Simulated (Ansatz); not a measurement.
H4O2Si, SMILES O[SiH2]O, the interaction energy of a dimer with the counterpoise correction

Run with Ansatz 0.2.0 through its Python package.

`dimer_h4o2si.py`
```python
# -*- coding: utf-8 -*-
"""Binding of a H4O2Si dimer at a trial geometry."""

import ansatz as az

FIRST = [
    ("O", (-1.3632, -0.2027, 0.2687)),
    ("Si", (0.1024, 0.4479, 0.0256)),
    ("O", (1.0765, -0.8174, -0.3162)),
    ("H", (-1.7536, -0.5103, -0.5432)),
    ("H", (0.0809, 1.3675, -1.1421)),
    ("H", (0.5683, 1.1313, 1.2594)),
    ("H", (1.2884, -1.4165, 0.4476)),
]
SECOND = [
    ("O", (1.5242, 3.8067, -5.1963)),
    ("Si", (1.0958, 2.5924, -4.2102)),
    ("O", (0.7265, 3.3095, -2.7903)),
    ("H", (0.7751, 4.3338, -5.4556)),
    ("H", (-0.1128, 1.8984, -4.7272)),
    ("H", (2.2352, 1.6571, -4.0278)),
    ("H", (1.4965, 3.6722, -2.2778)),
]

def energy(atoms, ghosts=()):
    molecule = az.Crystal.molecule()
    for symbol, xyz in atoms:
        molecule = molecule.atom(symbol, xyz)
    calc = (
        molecule.calculation()
        .basis(gaussian="def2-SVP")
        .functional("PBE")
        .scf(lower_state_search="standard")
    )
    deck = calc.input()
    if ghosts:
        deck = deck.set(az.key.basis.gaussian.ghost_atoms, [{"symbol": s, "position_ang": list(xyz)} for s, xyz in ghosts])
    return az.Session.from_dict(deck).plan().execute().report["free_energy_ev"]

# ghost atoms carry the functions of the partner
both = energy(FIRST + SECOND)
alone = energy(FIRST) + energy(SECOND)
ghosted = energy(FIRST, SECOND) + energy(SECOND, FIRST)
print(f"dimer {both:.6f} eV")
print(f"interaction, uncorrected   {(both - alone):8.3f} eV")
print(f"interaction, counterpoise  {(both - ghosted):8.3f} eV")
print(f"basis-set superposition    {(alone - ghosted):8.3f} eV")
```

```console
$ python dimer_h4o2si.py
dimer -24048.719629 eV
interaction, uncorrected     -0.036 eV
interaction, counterpoise     0.022 eV
basis-set superposition       0.057 eV
```

Uncorrected it is -0.036 eV, with the counterpoise correction 0.022 eV; the difference, 0.06 eV, is the superposition error. The sign changes with the correction, so this basis doesn't settle it.

Reading the output:
- The settings weren't tested for convergence.
- The dimer is a generated trial pose of unrelaxed monomers, not a minimum, so the figure is no binding energy, and the basis set is small.
- This level lacks the dispersion part of the attraction (electrostatics and induction are there), which can decide the sign where the interaction is weak.
- Run time: 10 s on 1 thread of Arm Neoverse V2, on a shared host, peak memory 0.22 GiB.

(A comment or docstring line of the script was reworded after the run, the code is as it ran; lines on the test bed's own set-up are left out of the output.)
